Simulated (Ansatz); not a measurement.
# GaN: a phonon run

The task is a phonon run on GaN. The structure is shown as the input types it.

Program: Ansatz 0.2.0. Level of theory: Kohn-Sham DFT, with the functional, basis and potentials that each input names (as first typed). These are calculated values, not measurements.

1 further run of the same task is left out (set aside as unsound or not needed).

## 1. The structure to begin with

Symmetry: F-43m, No. 216, cubic system. The conventional cell has a = 4.498 Å, b = 4.498 Å, c = 4.498 Å, α = 90.00°, β = 90.00°, γ = 90.00°. Around Ga (site symmetry -43m) lie 4 N at 1.95 Å. N (site symmetry -43m) has 4 Ga at 1.95 Å as nearest neighbours.

Coordinates:

```
Ga N
1.0
     0.00000    2.24895    2.24895
     2.24895    0.00000    2.24895
     2.24895    2.24895    0.00000
Ga N
1 1
Direct
  0.00000 0.00000 0.00000
  0.25000 0.25000 0.25000
```

## 2. Running it

input.yaml reads:

```yaml
crystal:
  lattice:
    - [0.0, 2.24894584372, 2.24894584372]
    - [2.24894584372, 0.0, 2.24894584372]
    - [2.24894584372, 2.24894584372, 0.0]
  atoms:
    - { symbol: Ga, position: [0.0, 0.0, 0.0] }
    - { symbol: "N", position: [0.25, 0.25, 0.25] }
kpoints:
  mp_grid: { grid: [8, 8, 8] }
scf:
  occupations: { method: fixed }
  max_iter: 100
hamiltonian:
  xc: r2scan
  pseudopotentials: { kind: paw }
  hubbard: { sites: [{ species: Ga, l: p, u_eff: 40.0 }] }
phonons:
  method: dfpt
  dielectric: true
  rigid_motions: translations
```

Started as:

```
$ ansatz run input.yaml --threads 1 --pin off --max-ram 3072MiB --backend cpu --events-out ev --progress --plain --runs-dir out
```

What happens when this is run?

The run converged and reported no error, with warnings (field response mesh resolution). Its log warns: «field response: ε∞ stands inside a basis, on 10×10×10 points; the force constants stand on the 8×8×8 k-mesh ...»

Look at the input: hamiltonian.hubbard.sites is [{species: Ga, l: p, u_eff: 40.0}]. The U is far outside the few eV that correlated shells need; it reshapes the shell's occupations.

The test: delete hamiltonian.hubbard.sites.
